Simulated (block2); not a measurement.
# HI (hydrogen iodide): DMRG/ANO-RCC-MB

What is the vertical electron affinity of HI (hydrogen iodide) at DMRG/ANO-RCC-MB? The job is set up through a Python script.

Program for the calculation: block2 0.5.4.

6 further runs of the same task are left out: 6 set aside as unsound or not needed.

## (1) The molecule

HI has 2 atoms, charge 0, and is taken as a singlet. SMILES: `I`. The coordinates come from a PBE0-D4/def2-TZVP relaxation.

Bond lengths: I1–H2 1.610 Å.

## (2) A single-point energy at DMRG/ANO-RCC-MB

Input file block2_dmrg.py:

```python
import numpy as np
from pyscf import cc, dft, gto, mcscf, mp, scf
from pyblock2._pyscf.ao2mo import integrals as itg
from pyblock2.driver.core import DMRGDriver, SymmetryTypes
from scipy.stats import linregress

mol = gto.M(atom="""
I     -0.683900     0.245800    -0.346200
H      0.683900    -0.245800     0.346200
""", basis="ano-rcc-mb", verbose=4, max_memory=2000)
print("basis functions = %d" % (mol.nao))
mf = scf.RHF(mol)
mf.conv_tol = 1e-10
mf.max_cycle = 200
mf.kernel()
if not mf.converged:
    mf = mf.newton().run(mf.mo_coeff, mf.mo_occ)
print(f"SCF energy = {mf.e_tot:.10f}")
ref = mf
pt = mp.MP2(ref, frozen=18).run()
mycc = cc.CCSD(ref, frozen=18)
mycc.max_cycle = 150
mycc.kernel()
print(f"E(MP2) = {pt.e_tot:.10f}")
if mycc.converged:
    print(f"E(CCSD) = {mycc.e_tot:.10f}")
    print(f"CCSD(T) total energy = {mycc.e_tot + mycc.ccsd_t():.10f}")
    print(f"T1 = {mycc.get_t1_diagnostic():.4f}")
ks = dft.RKS(mol, xc="wb97x").set(conv_tol=1e-9, verbose=3).run()
if ks.converged:
    print("E(wB97X) = %.8f" % (ks.e_tot))
ks = dft.RKS(mol, xc="pbe").set(conv_tol=1e-9, verbose=3).run()
if ks.converged:
    print("E(PBE) = %.8f" % (ks.e_tot))
ks = dft.RKS(mol, xc="hse06").set(conv_tol=1e-9, verbose=3).run()
if ks.converged:
    print(f"E(HSE06) = {ks.e_tot:.8f}")
occ_no, mo = mcscf.addons.make_natural_orbitals(mp.MP2(mf, frozen=18).run())
mf.mo_coeff = mo
ncas, n_elec, spin, ecore, h1e, g2e, orb_sym = itg.get_rhf_integrals(mf, ncore=18, ncas=10, pg_symm=False, g2e_symm=1)
drv = DMRGDriver(scratch="./tmp", symm_type=SymmetryTypes.SU2, stack_mem=1500 << 20, n_threads=1)
idx = drv.orbital_reordering(h1e, g2e, method="fiedler")
print("orbital order:", idx.tolist())
h1e = h1e[np.ix_(idx, idx)]
g2e = g2e[np.ix_(idx, idx, idx, idx)]
orb_sym = np.array(orb_sym)[idx]
drv.initialize_system(n_sites=ncas, n_elec=n_elec, spin=spin, orb_sym=orb_sym)
mpo = drv.get_qc_mpo(h1e=h1e, g2e=g2e, ecore=ecore, iprint=1)
occs = np.array([1.7] * 9 + [0.3] * 1)[idx]
mps = drv.get_random_mps(tag="GS", bond_dim=25, nroots=1, occs=occs)
bond_dims = [25] * 3 + [50] * 2 + [100] * 2
noises = [0.0001] * 3 + [0.0001] * 2 + [1e-05] * 2 + [0]
thrds = [1e-09] * 7
e = drv.dmrg(mpo, mps, n_sweeps=13, tol=1e-06, bond_dims=bond_dims, noises=noises, thrds=thrds, iprint=2)
ms, dws, es = drv.get_dmrg_results()
print("discarded weight = %.3e" % (dws[-1]))
print("final energy = %.10f" % (e))
dm1 = drv.get_1pdm(mps)
print("natural occupations =", np.round(np.linalg.eigvalsh(dm1)[::-1], 5).tolist())
c_act = mf.mo_coeff[:, 18:28][:, idx]
dm_ao = c_act @ dm1 @ c_act.T + 2 * mf.mo_coeff[:, :18] @ mf.mo_coeff[:, :18].T
print("dipole moment (debye) =", np.round(scf.hf.dip_moment(mol, dm_ao, verbose=0), 4).tolist())
print("largest bipartite entropy = %.4f" % (max(drv.get_bipartite_entanglement(mps))))
csf, coef = drv.get_csf_coefficients(mps, cutoff=0.05, iprint=1)
print("leading coefficient squared = %.4f" % (np.max(np.abs(coef)) ** 2))
mps = drv.adjust_mps(mps, dot=2)[0]
back = [90, 75, 60, 45]
drv.dmrg(mpo, mps, n_sweeps=4 * len(back), tol=0, bond_dims=[m for m in back for _ in range(4)], noises=[0] * (4 * len(back)), thrds=[1e-9] * (4 * len(back)), iprint=1)
ms, dws, es = drv.get_dmrg_results()
ms, dws, es = ms[3::4], dws[3::4], np.array(es)[3::4, 0]
fit = linregress(dws, es)
print("bond dimensions =", np.round(ms, 1).tolist())
print("discarded weights =", np.round(dws, 12).tolist())
print("E(M) =", np.round(es, 9).tolist())
print("E(DW -> 0) = %.8f" % (fit.intercept))
print("error estimate = %.3e" % (abs(fit.intercept - es.min()) / 5))
ci = mcscf.CASCI(mf, 10, (9, 9))
ci.fix_spin_(ss=0)
ci.fcisolver.conv_tol = 1e-10
ci.fcisolver.max_cycle = 200
ci.kernel()
print(f"E(FCI) = {ci.e_tot:.10f}")
```

Started as:

```
python block2_dmrg.py
```

What it wrote:

```text
[INPUT] verbose = 4
[INPUT] num. atoms = 2
[INPUT] num. electrons = 54
[INPUT] charge = 0
[INPUT] spin (= nelec alpha-beta = 2S) = 0
[INPUT] symmetry False subgroup None
[INPUT] Mole.unit = angstrom
[INPUT] Symbol           X                Y                Z      unit          X                Y                Z       unit  Magmom
[INPUT]  1 I     -0.683900000000   0.245800000000  -0.346200000000 AA   -1.292383696590   0.464494681418  -0.654223184324 Bohr   0.0
[INPUT]  2 H      0.683900000000  -0.245800000000   0.346200000000 AA    1.292383696590  -0.464494681418   0.654223184324 Bohr   0.0

nuclear repulsion = 17.4205724771709
number of shells = 4
number of NR pGTOs = 152
number of NR cGTOs = 28
basis = ano-rcc-mb
ecp = {}
CPU time:         2.13
basis functions = 28

[... 84 lines left out ...]
converged SCF energy = -6677.04846811493
[... 85 lines left out ...]
 <-- Site =    6-   7 .. Mmps =    8 Ndav =   2 E =  -6673.7968885951 Error = 5.48e-22 FLOPS = 8.76e+07 Tdav = 0.00 T = 0.02
[... 33 lines left out ...]
 <-- Site =    8-   9 .. Mmps =    3 Ndav =   1 E =  -6673.7968885979 Error = 0.00e+00 FLOPS = 1.17e+07 Tdav = 0.00 T = 0.01
[... 24 lines left out ...]
 --> Site =    7-   8 .. Mmps =   12 Ndav =   1 E =  -6673.7968885979 Error = 8.02e-24 FLOPS = 4.10e+07 Tdav = 0.00 T = 0.01
[... 33 lines left out ...]
 --> Site =    5-   6 .. Mmps =   13 Ndav =   1 E =  -6673.7968885979 Error = 1.28e-21 FLOPS = 5.74e+07 Tdav = 0.00 T = 0.03
[... 15 lines left out ...]
 <-- Site =    5-   6 .. Mmps =    6 Ndav =   1 E =  -6673.7968885979 Error = 3.98e-23 FLOPS = 5.72e+07 Tdav = 0.00 T = 0.03
 <-- Site =    4-   5 .. Mmps =    7 Ndav =   1 E =  -6673.7968885979 Error = 1.05e-22 FLOPS = 7.30e+07 Tdav = 0.00 T = 0.03
 <-- Site =    3-   4 .. Mmps =    6 Ndav =   1 E =  -6673.7968885979 Error = 2.28e-21 FLOPS = 6.08e+07 Tdav = 0.00 T = 0.02
 <-- Site =    2-   3 .. Mmps =    6 Ndav =   1 E =  -6673.7968885979 Error = 1.70e-22 FLOPS = 3.07e+07 Tdav = 0.00 T = 0.01
 <-- Site =    1-   2 .. Mmps =    5 Ndav =   1 E =  -6673.7968885979 Error = 5.65e-24 FLOPS = 1.32e+07 Tdav = 0.00 T = 0.01
 <-- Site =    0-   1 .. Mmps =    4 Ndav =   1 E =  -6673.7968885979 Error = 2.07e-22 FLOPS = 3.28e+06 Tdav = 0.00 T = 0.01
[... 15 lines left out ...]
Sum of weights of included CSF =    0.998592375994553
[... 47 lines left out ...]
Sweep =   14 | Direction =  forward | Bond dimension =   45 | Noise =  0.00e+00 | Dav threshold =  1.00e-09
Time elapsed =      2.602 | E =   -6673.7968885979 | DE = 1.42e-14 | DW = 4.02543e-22

Sweep =   15 | Direction = backward | Bond dimension =   45 | Noise =  0.00e+00 | Dav threshold =  1.00e-09
Time elapsed =      2.747 | E =   -6673.7968885979 | DE = 0.00e+00 | DW = 7.54569e-22

bond dimensions = [90, 75, 60, 45]
discarded weights = [0.0, 0.0, 0.0, 0.0]
E(M) = [-6673.796888598, -6673.796888598, -6673.796888598, -6673.796888598]
E(DW -> 0) = -6673.79688860
error estimate = 0.000e+00

******** <class 'pyscf.mcscf.casci.CASCI'> ********
CAS (9e+9e, 10o), ncore = 18, nvir = 0
natorb = False
canonicalization = True
sorting_mo_energy = False
max_memory 2000 MB (current use 327 MB)
******** <class 'pyscf.fci.addons.SpinPenaltyFCISolver'> ********
max. cycles = 200
conv_tol = 1e-10
davidson only = True
linear dependence = 1e-12
level shift = 0.001
max iter space = 12
max_memory 2000 MB
nroots = 1
pspace_size = 400
spin = None
Density matrix diagonal elements [1.99999861 1.99999861 1.99999733 1.99999733 1.99999525 1.99932521
 1.9989391  1.9989391  1.9784689  0.02434056]
CASCI converged
CASCI E = -6673.79688859811  E(CI) = -117.147590811458  S^2 = 0.0000000
E(FCI) = -6673.7968885981
```

Run time: 84 s. Hardware: 1 thread of Intel Xeon at 2.50GHz (Skylake/Cascade Lake), shared host; peak memory 0.3 GiB.

## (3) The doublet anion: a single-point energy at DMRG/ANO-RCC-MB

Input file block2_dmrg.py:

```python
import numpy as np
from pyscf import dft, gto, mcscf, mp, scf
from pyblock2._pyscf.ao2mo import integrals as itg
from pyblock2.driver.core import DMRGDriver, SymmetryTypes

geom = """
I     -1.29238370     0.46449468    -0.65422318
H      1.29238370    -0.46449468     0.65422318
"""
mol = gto.M(
    atom=geom,
    basis="ano-rcc-mb",
    unit="bohr",
    charge=-1,
    spin=1,
    verbose=3,
    max_memory=2000,
)
print("basis functions = %d" % (mol.nao))
mf = scf.ROHF(mol)
mf.conv_tol = 1e-10
mf.max_cycle = 200
mf.kernel()
if not mf.converged:
    mf = mf.newton().run(mf.mo_coeff, mf.mo_occ)
print("E(HF) = %.10f" % (mf.e_tot))
ks = dft.UKS(mol, xc="wb97x").set(conv_tol=1e-9, verbose=3).run(mf.make_rdm1())
if ks.converged:
    print(f"E(wB97X) = {ks.e_tot:.8f}")
ks = dft.UKS(mol, xc="pbe").set(conv_tol=1e-9, verbose=3).run(mf.make_rdm1())
if ks.converged:
    print(f"E(PBE) = {ks.e_tot:.8f}")
ks = dft.UKS(mol, xc="hse06").set(conv_tol=1e-9, verbose=3).run(mf.make_rdm1())
if ks.converged:
    print("E(HSE06) = %.8f" % (ks.e_tot))
occ_no, mo = mcscf.addons.make_natural_orbitals(mp.MP2(mf.to_uhf(), frozen=18).run())
mf.mo_coeff = mo
ncas, n_elec, spin, ecore, h1e, g2e, orb_sym = itg.get_rhf_integrals(mf, ncore=18, ncas=10, pg_symm=False, g2e_symm=1)
dmrg = DMRGDriver(scratch="./tmp", symm_type=SymmetryTypes.SU2, stack_mem=1500 << 20, n_threads=1)
idx = dmrg.orbital_reordering(h1e, g2e, method="fiedler")
print("orbital order:", idx.tolist())
h1e = h1e[np.ix_(idx, idx)]
g2e = g2e[np.ix_(idx, idx, idx, idx)]
orb_sym = np.array(orb_sym)[idx]
dmrg.initialize_system(n_sites=ncas, n_elec=n_elec, spin=spin, orb_sym=orb_sym)
mpo = dmrg.get_qc_mpo(h1e=h1e, g2e=g2e, ecore=ecore, iprint=0)
occs = np.array([1.8] * 9 + [1.0] * 1 + [0.2] * 0)[idx]
psi = dmrg.get_random_mps(tag="GS", bond_dim=75, nroots=1, occs=occs)
bond_dims = [75] * 3 + [100] * 2
noises = [0.0001] * 3 + [1e-05] * 2 + [0]
thrds = [1e-09] * 5
e = dmrg.dmrg(mpo, psi, n_sweeps=11, tol=1e-06, bond_dims=bond_dims, noises=noises, thrds=thrds, iprint=1)
ms, dws, es = dmrg.get_dmrg_results()
print("discarded weight = %.3e" % (dws[-1]))
print(f"final energy = {e:.10f}")
dm1 = dmrg.get_1pdm(psi)
print("natural occupations =", np.round(np.linalg.eigvalsh(dm1)[::-1], 5).tolist())
c_act = mf.mo_coeff[:, 18:28][:, idx]
dm_ao = c_act @ dm1 @ c_act.T + 2 * mf.mo_coeff[:, :18] @ mf.mo_coeff[:, :18].T
print("dipole moment (debye) =", np.round(scf.hf.dip_moment(mol, dm_ao, verbose=0), 4).tolist())
print(f"largest bipartite entropy = {max(dmrg.get_bipartite_entanglement(psi)):.4f}")
csf, coef = dmrg.get_csf_coefficients(psi, cutoff=0.1, iprint=1)
print("leading coefficient squared = %.4f" % (np.max(np.abs(coef)) ** 2))
ci = mcscf.CASCI(mf, 10, (10, 9))
ci.fix_spin_(ss=0.75)
ci.fcisolver.conv_tol = 1e-10
ci.fcisolver.max_cycle = 200
ci.kernel()
print("E(FCI) = %.10f" % (ci.e_tot))
```

Started as:

```
python block2_dmrg.py
```

What it wrote:

```text
basis functions = 28
converged SCF energy = -6673.52904362322
E(HF) = -6673.5290436232
converged SCF energy = -6676.81063208618  <S^2> = 0.75  2S+1 = 2
E(wB97X) = -6676.81063209
converged SCF energy = -6676.11933198044  <S^2> = 0.75  2S+1 = 2
E(PBE) = -6676.11933198
converged SCF energy = -6676.11591951426  <S^2> = 0.75  2S+1 = 2
E(HSE06) = -6676.11591951
E(UMP2) = -6673.52904362322  E_corr = 0
E(SCS-UMP2) = -6673.52904362322  E_corr = 0
orbital order: [9, 2, 8, 4, 7, 0, 3, 6, 5, 1]

Sweep =    0 | Direction =  forward | Bond dimension =   75 | Noise =  1.00e-04 | Dav threshold =  1.00e-09
Time elapsed =      0.133 | E =   -6673.5290436232 | DW = 2.02788e-22

Sweep =    1 | Direction = backward | Bond dimension =   75 | Noise =  1.00e-04 | Dav threshold =  1.00e-09
Time elapsed =      0.283 | E =   -6673.5290436232 | DE = 0.00e+00 | DW = 4.38146e-21

Sweep =    2 | Direction =  forward | Bond dimension =   75 | Noise =  1.00e-04 | Dav threshold =  1.00e-09
Time elapsed =      0.415 | E =   -6673.5290436232 | DE = 4.55e-13 | DW = 9.45171e-25

Sweep =    3 | Direction = backward | Bond dimension =  100 | Noise =  1.00e-05 | Dav threshold =  1.00e-09
Time elapsed =      0.567 | E =   -6673.5290436232 | DE = 2.27e-13 | DW = 1.09745e-21

Sweep =    4 | Direction =  forward | Bond dimension =  100 | Noise =  1.00e-05 | Dav threshold =  1.00e-09
Time elapsed =      0.727 | E =   -6673.5290436232 | DE = 2.27e-13 | DW = 6.30255e-25

Sweep =    5 | Direction = backward | Bond dimension =  100 | Noise =  0.00e+00 | Dav threshold =  1.00e-07
Time elapsed =      0.846 | E =   -6673.5290436232 | DE = -4.55e-13 | DW = 1.20011e-21

discarded weight = 1.200e-21
final energy = -6673.5290436232
natural occupations = [2.0, 2.0, 2.0, 2.0, 2.0, 2.0, 2.0, 2.0, 2.0, 1.0]
dipole moment (debye) = [2.1152, -0.7602, 1.0708]
largest bipartite entropy = 0.0000
DTRIE T =      0.001
Number of CSF =          1 (cutoff =       0.1)
Sum of weights of included CSF =    1.000000000000000

CSF          0 -222222222  =   -1.000000000000000
leading coefficient squared = 1.0000
CASCI E = -6673.52904362322  E(CI) = -1215.70761529918  S^2 = 0.7500000
E(FCI) = -6673.5290436232
```

Wall time 73 s (1 thread of Intel Xeon at 2.50GHz (Skylake/Cascade Lake), shared host); peak memory 0.28 GiB.

## (4) Outcome

Level: DMRG/ANO-RCC-MB, 18 core orbitals frozen.

```
                                                                       quantity           value
                                           run 1, DMRG/ANO-RCC-MB: total energy  -6673.79689 Eh
run 1, DMRG/ANO-RCC-MB: dipole moment (of the density that the program reports)          1.92 D
                         run 1, DMRG/ANO-RCC-MB: T1 diagnostic of the CCSD step           0.000
                                                    doublet anion: total energy  -6673.52904 Eh
                              vertical electron affinity (to the doublet anion)       -7.288 eV
```

In words: The anion lies 7.29 eV (703 kJ/mol) above the neutral: the electron isn't bound at this level, and such a value depends on the basis. Without diffuse functions anions come out too high. In a minimal basis such a difference can be off by several eV, whatever the method. The basis (run 1, DMRG/ANO-RCC-MB) was made for a relativistic Hamiltonian, but the run is non-relativistic. The basis (doublet anion) was made for a relativistic Hamiltonian, but the run is non-relativistic.
